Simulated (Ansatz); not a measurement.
**GeH2SO (SMILES [OH][Ge][SH]): HF/def2-SVPD**

What is the electronic atomisation energy of GeH2SO at HF/def2-SVPD? 

The results are computed with Ansatz 0.2.0.

50 further runs of the same task are left out: 50 set aside as unsound or not needed. Runs told in other sessions of the task aren't counted.

## Step 1: The system as given

GeH2SO has 5 atoms, charge 0, and is taken as a singlet. As SMILES, `[OH][Ge][SH]`. The shape is that of a PBE0-D4/def2-TZVP optimisation. This is one conformer, not always the lowest.

Bond lengths: O1–Ge2 1.782 Å, Ge2–S3 2.260 Å, O1–H4 0.961 Å, S3–H5 1.343 Å. Angles: O1–Ge2–S3 97.9°, Ge2–O1–H4 117.4°, Ge2–S3–H5 93.6°.

## Step 2: A single-point energy at HF/def2-SVPD

Input file run.yaml:

```yaml
crystal:
  periodic: [false, false, false]
  atoms:
    - symbol: O
      position_ang: [-1.346000, -1.001300, 0.399800]
    - symbol: Ge
      position_ang: [-0.897400, 0.628900, -0.164200]
    - symbol: S
      position_ang: [1.343300, 0.336500, -0.206300]
    - symbol: H
      position_ang: [-0.632500, -1.625200, 0.561400]
    - symbol: H
      position_ang: [1.582700, 1.587400, -0.632100]
basis:
  gaussian: {orbitals: def2-SVPD}
hamiltonian: {xc: hf}
accuracy: high
output: {orbitals: {seedname: orbitals}}
```

Command:

```sh
$ ansatz run run.yaml --threads 1 --pin off --max-ram 2610MiB --events-out events.jsonl --progress --plain --runs-dir runs
```

The program printed:

```text
Warning: RAYON_NUM_THREADS=1 ignored (pool sized by the plan → 1); use --threads N
Functional definition: HF
  name "HF"
  exchange = exact_x
  correlation = 0
1966 factors; integrals over basis functions are off by at most 4.4e-9 eV
mean field evaluation 1: about -69346.2129 eV, gradient 3.7e1 eV
mean field evaluation 2: about -69346.2503 eV, gradient 3.7e1 eV
mean field evaluation 4: about -69349.2309 eV, gradient 2.9e0 eV
mean field evaluation 8: about -69349.2814 eV, gradient 1.1e-3 eV
mean field -69349.28139376 eV, -2548.5390845893 hartree, gradient 5.3e-8 eV, S^2 0.000000; 0 other end points of the search recorded, 0 dependent functions left out
reference -69349.28139376 eV, -2548.5390845893 hartree; 29, 29 occupied and 75, 75 virtual orbitals, 1966 factors
Total energy: -69349.28139376 eV, -2548.5390845893 hartree
```

Wall time 4.2 s (1 thread of Arm Neoverse V2, shared host); peak memory 0.31 GiB.

## Step 3: The Ge atom, same level

Input file in.yaml:

```yaml
crystal:
  periodic: [false, false, false]
  atoms:
    - {symbol: Ge, position_ang: [0.000000, 0.000000, 0.000000]}
basis:
  gaussian: {orbitals: def2-SVPD}
magnetization: {spin_polarized: true, initial_magnetization: 2}
hamiltonian: {xc: hf}
accuracy: high
```

Run the same way, it converges to -2075.05852 Eh (log not shown).

## Step 4: The H atom, same level

Input file run.yaml:

```yaml
crystal:
  periodic: [false, false, false]
  atoms:
    - symbol: H
      position_ang: [0.000000, 0.000000, 0.000000]
basis:
  gaussian: {orbitals: def2-SVPD}
magnetization: {spin_polarized: true, initial_magnetization: 1}
hamiltonian: {xc: hf}
accuracy: high
```

Run the same way, it converges to -0.49928 Eh (log not shown).

## Step 5: The O atom, same level

Input file job.yaml:

```yaml
crystal:
  periodic: [false, false, false]
  atoms:
    - {symbol: O, position_ang: [0.000000, 0.000000, 0.000000]}
basis:
  gaussian:
    orbitals: def2-SVPD
hamiltonian:
  xc: hf
magnetization:
  spin_polarized: true
  initial_magnetization: 2
accuracy: high
```

Run the same way, it converges to -74.72423 Eh (log not shown).

## Step 6: The S atom

Input file molecule.yaml:

```yaml
crystal:
  periodic: [false, false, false]
  atoms:
    - {symbol: S, position_ang: [0.000000, 0.000000, 0.000000]}
basis:
  gaussian: {orbitals: def2-SVPD}
magnetization: {spin_polarized: true, initial_magnetization: 2}
hamiltonian: {xc: hf}
accuracy: high
```

Run the same way, it converges to -397.37146 Eh (log not shown).

## Step 7: What came out

Level: HF/def2-SVPD.

| quantity | value |
| --- | --- |
| molecule: total energy | -2548.53908 Eh |
| molecule: HOMO energy | -9.74 eV |
| molecule: LUMO energy | 0.89 eV |
| molecule: HOMO–LUMO gap | 10.63 eV |
| Ge atom: total energy | -2075.05852 Eh |
| Ge atom: ⟨S²⟩ | 2.011 |
| H atom: total energy | -0.49928 Eh |
| H atom: ⟨S²⟩ | 0.750 |
| O atom: total energy | -74.72423 Eh |
| O atom: ⟨S²⟩ | 2.009 |
| S atom: total energy | -397.37146 Eh |
| S atom: ⟨S²⟩ | 2.009 |
| electronic atomisation energy | 10.512 eV |

In words: Taking the molecule apart into free atoms costs 10.51 eV (242 kcal/mol), before zero-point energy and without spin-orbit coupling. Hartree–Fock lacks the correlation of the bonding pairs, which as a rule makes this value much too low; in minimal bases other errors can mask that.
